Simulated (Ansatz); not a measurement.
# GdPd3 (Pm-3m): comparison of magnetic orders in Python

Wanted for GdPd3 (Pm-3m): a comparison of magnetic orders.

All numbers are computed with the Python package of Ansatz 0.2.0. Level of theory: DFT PBEsol, plane waves, PAW.

## (1) The system

Symmetry: Pm-3m, No. 221, cubic system. The conventional cell has a = 4.080 Å, b = 4.080 Å, c = 4.080 Å, α = 90.00°, β = 90.00°, γ = 90.00°. Gd (site symmetry m-3m) is surrounded by 12 Pd at 2.88 Å. Pd (site symmetry 4/mmm) is surrounded by 4 Gd at 2.88 Å and 8 Pd at 2.88 Å.

No structure file is read: the coordinates are typed or built in the script.

## (2) Script

The input, gdpd3_orders.py:

```python
# -*- coding: utf-8 -*-
"""Ferro, antiferro and non-magnetic states of GdPd3."""

import ansatz as az
import numpy as np

FUNCTIONAL = "PBEsol"
ECUT = 530
KMESH = (3, 5, 5)
FILLING = "methfessel_paxton"
WIDTH_EV = 0.15
MAX_SCF = 100


def count_gap(report):
    # lowest empty less highest filled band, counting bands; zero where they overlap
    return max(report.get("gap_by_band_count_ev") or 0.0, 0.0)

CELL = [
    (8.16, 0.0, 0.0),
    (0.0, 4.08, 0.0),
    (0.0, 0.0, 4.08),
]
ATOMS = [
    ("Gd", (0.0, 0.0, 0.0)),
    ("Pd", (0.0, 0.5, 0.5)),
    ("Pd", (0.25, 0.0, 0.5)),
    ("Pd", (0.25, 0.5, 0.0)),
    ("Gd", (0.5, 0.0, 0.0)),
    ("Pd", (0.5, 0.5, 0.5)),
    ("Pd", (0.75, 0.0, 0.5)),
    ("Pd", (0.75, 0.5, 0.0)),
]


def ordered(moments):
    crystal = az.Crystal(lattice=az.Lattice.of(CELL))
    for (symbol, position), moment in zip(ATOMS, moments):
        crystal = crystal.atom(symbol, position, moment=moment or None)
    return crystal

# starting moments in muB, one an atom
orders = {
    "FM": [5.6, 0, 0, 0, 5.6, 0, 0, 0],
    "AFM": [5.6, 0, 0, 0, -5.6, 0, 0, 0],
}

rows = []
for label, moments in orders.items():
    base = (
        ordered(moments).calculation()
        .functional(FUNCTIONAL)
        .pseudopotentials("paw")
        .basis(ECUT)
        .kpoints(*KMESH)
        .occupations(FILLING, width=WIDTH_EV)
        .mixing("msr1")
        .scf(max_iterations=MAX_SCF)
        .spin("collinear")
        .band_table()
    )
    summary = base.run(threads=1).report
    rows.append((label, summary["free_energy_ev"], summary["magnetization_mub"], summary["absolute_magnetization_mub"], max(abs(m) for m in summary["site_moments_mub"]), count_gap(summary)))
    print(label, "site moments:", [round(m, 2) for m in summary["site_moments_mub"]])

lowest = min(row[1] for row in rows)
rows = [(row[0], 1000 * (row[1] - lowest) / 2, *row[2:]) for row in sorted(rows, key=lambda row: row[1])]
lines = [",".join(["order", "meV/magnetic atom", "net muB", "absolute muB", "largest site muB", "gap by band count eV"])] + [",".join(f"{v:.4f}" if isinstance(v, float) else str(v) for v in row) for row in rows]
print("\n".join(lines))
with open("orders.csv", "w") as handle:
    handle.write("\n".join(lines) + "\n")
print("lowest of these starts:", rows[0][0])
```

## (3) The calls as engine input

The engine receives this input (first run):

```yaml
crystal:
  lattice:
    - [8.16, 0.0, 0.0]
    - [0.0, 4.08, 0.0]
    - [0.0, 0.0, 4.08]
  atoms:
    - { symbol: Gd, position: [0.0, 0.0, 0.0], spin: 5.6 }
    - { symbol: Pd, position: [0.0, 0.5, 0.5] }
    - { symbol: Pd, position: [0.25, 0.0, 0.5] }
    - { symbol: Pd, position: [0.25, 0.5, 0.0] }
    - { symbol: Gd, position: [0.5, 0.0, 0.0], spin: 5.6 }
    - { symbol: Pd, position: [0.5, 0.5, 0.5] }
    - { symbol: Pd, position: [0.75, 0.0, 0.5] }
    - { symbol: Pd, position: [0.75, 0.5, 0.0] }
basis:
  ecutwfc: 530.0
kpoints:
  mp_grid:
    grid: [3, 5, 5]
hamiltonian:
  xc: pbesol
  pseudopotentials:
    kind: paw
magnetization:
  spin_polarized: true
scf:
  max_iter: 100
  mixing:
    algorithm: msr1
  occupations:
    method: methfessel_paxton
    width: 0.15
output:
  eigenvalues: true
```

## (4) Running it

Started as:

```sh
python gdpd3_orders.py
```

**Question.** Which magnetic state ends lowest, and by how much?

The runs gave:

```
        quantity         value
   runs compared             2
          lowest    run 1 (FM)
next above it by  2.5 meV/atom
```

In words: In order of energy: ferromagnetic (+0.0 meV an atom, largest site moment 6.95 μB) and antiferro- or ferrimagnetic (+2.5 meV an atom, largest site moment 6.92 μB). These are the states reached from the starts typed. Notes:
- Open f shells: without a Hubbard U, without spin-orbit coupling; the state reached hangs on the start and needn't be the lowest.
- The mesh is modest for a metal, so energies can be off by several to tens of meV an atom and pressures by half a GPa or more; differences at equal mesh fare better.
- Each row is the state reached from that start at the given structure, not necessarily the lowest of its order; other orders weren't tried.
